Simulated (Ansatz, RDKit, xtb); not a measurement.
**Isomers of C5H7OPS, a sample narrowed down**

Which of a sample of isomers of C5H7OPS is the most stable in the gas at 298.15 K, and what are its properties? The sample is small against all isomers, and the most stable one of this formula need not be in it.

The funnel: GFN2-xTB relaxations, single points with a density functional, relaxations at B3LYP-D3(BJ)/def2-SVP, harmonic vibrations (at GFN2-xTB), and a last energy at a higher level. All values are calculated.

## 1. Candidates

Isomers were taken from a list of plausible structures; this is a sample, not all of them. That gives 6 candidates.

```csv
label,SMILES,spin
c160,COc1pcc(C)s1,singlet
c201,CSc1coc(C)p1,singlet
c612,C[P@H](=O)c1ccsc1,singlet
c807,CSc1pcoc1C,singlet
c844,CSc1oc(C)cp1,singlet
c944,CSc1occ(C)p1,singlet
```

Candidates are built by distance geometry, with a force field where one applies, in up to four conformers (letters a to d).

Q: Predict the outcome of this search (final energies at CCSD(T)/def2-SVP + MP2/def2-TZVPP - MP2/def2-SVP).

| quantity | value |
| --- | --- |
| lowest structure found | C[P@H](=O)c1ccsc1, singlet |
| next finalist | CSc1oc(C)cp1, singlet, 32.4 kcal/mol higher in G |
| share at equilibrium, among the finalists | 100.0 % |

`C[P@H](=O)c1ccsc1` comes out lowest. The margin of 32.4 kcal/mol over the next finalist is beyond the usual error of the last level; it says nothing of structures that weren't ranked. GFN2-xTB, r2SCAN-D4/def2-SVP, B3LYP-D3(BJ)/def2-SVP, HF/def2-SVP and MP2/def2-SVP already put its bonding pattern lowest among the structures in one piece; HF/STO-3G favours the singlet CSc1oc(C)cp1. The search is not exhaustive (a finite list of starts, one conformer a finalist), so a lower isomer can't be ruled out. Only 6 drawn patterns were tried, so whole families of isomers are missing, and the result ranks this sample alone.
